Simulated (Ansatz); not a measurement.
**Cl2FHSi: a dynamics run in two tries**

Wanted: a short trajectory, and a check that the input is sound. SMILES of the start: F[SiH](Cl)Cl.

Program: Ansatz 0.2.0. Level of theory: RKS B3LYP-D4/def2-SVP. These are calculated values, not measurements.

### Step 1. The system as given

Bond lengths: Si1–H2 1.472 Å, Si1–Cl3 2.048 Å, Si1–Cl4 2.048 Å, Si1–F5 1.612 Å. Angles: H2–Si1–Cl3 110.7°, H2–Si1–Cl4 110.7°, H2–Si1–F5 109.1°, Cl3–Si1–Cl4 110.1°, Cl3–Si1–F5 108.1°, Cl4–Si1–F5 108.1°.

Coordinates:

```xyz
5

Si    0.0181    0.0307    0.0016
H     0.0040    0.0065    1.4734
Cl    1.9409    0.0021   -0.7040
Cl   -0.9679    1.6815   -0.7044
F    -0.7386   -1.2801   -0.5547
```

### Step 2. The run

The input, input.yaml:

```yaml
crystal:
  periodic: [false, false, false]
  atoms:
    - { symbol: Si, position_ang: [0.018094, 0.030662, 0.001554] }
    - { symbol: H, position_ang: [0.003965, 0.006502, 1.473385] }
    - { symbol: Cl, position_ang: [1.9409, 0.002105, -0.703976] }
    - { symbol: Cl, position_ang: [-0.967871, 1.681516, -0.704379] }
    - { symbol: F, position_ang: [-0.738589, -1.280085, -0.554684] }
basis:
  gaussian: { orbitals: def2-SVP }
hamiltonian:
  xc: b3lyp
  dispersion: d4
md:
  timestep: 0.25
  n_steps: 25
  ensemble: nve
  temperature: 3000.0
  initial_velocities: maxwell_boltzmann
  seed: 473107
  friction: 0.01
```

The run is started by

```
ansatz run input.yaml --threads 1 --pin off --max-ram 2048MiB --backend cpu --events-out ev --progress --plain --runs-dir out
```

Before running it: what results should come out? Wanted: first try.

**Answer**, as computed:

| quantity | value |
| --- | --- |
| first try | refused |
| cause | friction belongs to the Langevin ensembles, and this run is at constant energy |

What this shows: The fault in the first input was caught at the input check and cost nothing.
